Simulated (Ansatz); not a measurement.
# C3H4BF: small, medium and large basis sets

An exercise on one series of results from a longer session: the logs are not shown, and one member is left open.

Method: one geometry, several basis sets; program: Ansatz 0.2.0, Gaussian basis.

The runs, in order: PBE0-D4/def2-SVP; ωB97M-V/def2-SVP; PBE0-D4/def2-QZVPP; ωB97M-V/def2-QZVPP; the functionals' def2-TZVPP values are taken from earlier runs.

## Structure used throughout

An earlier PBE0-D4 in a triple-zeta def2 set relaxation fixed the geometry.

9 atoms, charge 0, spin multiplicity 1.

Atoms are counted from 1 here; the program's logs count them from 0.

Bond lengths: C1–C2 1.206 Å, C1–H6 1.066 Å, C2–B3 1.531 Å, B3–C4 1.556 Å, B3–F5 1.329 Å, C4–H7 1.091 Å, C4–H8 1.096 Å, C4–H9 1.094 Å. Angles: C2–C1–H6 179.4°, C1–C2–B3 177.7°, C2–B3–C4 122.6°, C2–B3–F5 117.2°, C4–B3–F5 120.2°, B3–C4–H7 112.9°, B3–C4–H8 109.2°, B3–C4–H9 110.9°, H7–C4–H8 108.5°, H7–C4–H9 109.4°, H8–C4–H9 105.5°.

Coordinates:

```
C     0.0734    2.3906    0.1600
C     0.1580    1.2461   -0.2097
B     0.2454   -0.2248   -0.6242
C    -0.1754   -1.3888    0.3187
F     0.6907   -0.4847   -1.8494
H     0.0023    3.4059    0.4767
H     0.0593   -2.3726   -0.0899
H    -1.2557   -1.3356    0.4980
H     0.2904   -1.2826    1.3027
```

The first run:

in.yaml

```yaml
crystal:
  periodic: [false, false, false]
  atoms:
    - {symbol: C, position_ang: [0.073434, 2.390607, 0.160033]}
    - {symbol: C, position_ang: [0.157996, 1.246128, -0.209702]}
    - {symbol: B, position_ang: [0.245410, -0.224835, -0.624186]}
    - {symbol: C, position_ang: [-0.175361, -1.388778, 0.318724]}
    - {symbol: F, position_ang: [0.690651, -0.484678, -1.849449]}
    - {symbol: H, position_ang: [0.002314, 3.405913, 0.476734]}
    - {symbol: H, position_ang: [0.059274, -2.372586, -0.089889]}
    - {symbol: H, position_ang: [-1.255663, -1.335604, 0.498013]}
    - {symbol: H, position_ang: [0.290443, -1.282565, 1.302721]}
basis:
  gaussian: {orbitals: def2-SVP}
hamiltonian: {xc: pbe0, dispersion: d4}
output: {orbitals: {seedname: orbitals}}
```

Among the steps run: PBE0-D4 in def2-SVP; ωB97M-V in def2-SVP; PBE0-D4 in def2-QZVPP; ωB97M-V in def2-QZVPP.

One table of the session follows, with a row left open; its other results are not shown here.

It belongs to the step «Functionals by basis». 

| functional | basis | HOMO (eV) |
| --- | --- | --- |
| PBE0-D4 | def2-SVP | -8.33 |
| PBE0-D4 | def2-TZVPP | -8.40 |
| PBE0-D4 | def2-QZVPP | -8.42 |
| ωB97M-V | def2-SVP | ? |
| ωB97M-V | def2-TZVPP | -10.68 |
| ωB97M-V | def2-QZVPP | -10.70 |

Estimate the missing values for ωB97M-V, def2-SVP.

As computed: HOMO (eV): -10.60. In the column «HOMO (eV)» it lies between ωB97M-V, def2-TZVPP (-10.68) and PBE0-D4, def2-QZVPP (-8.42).
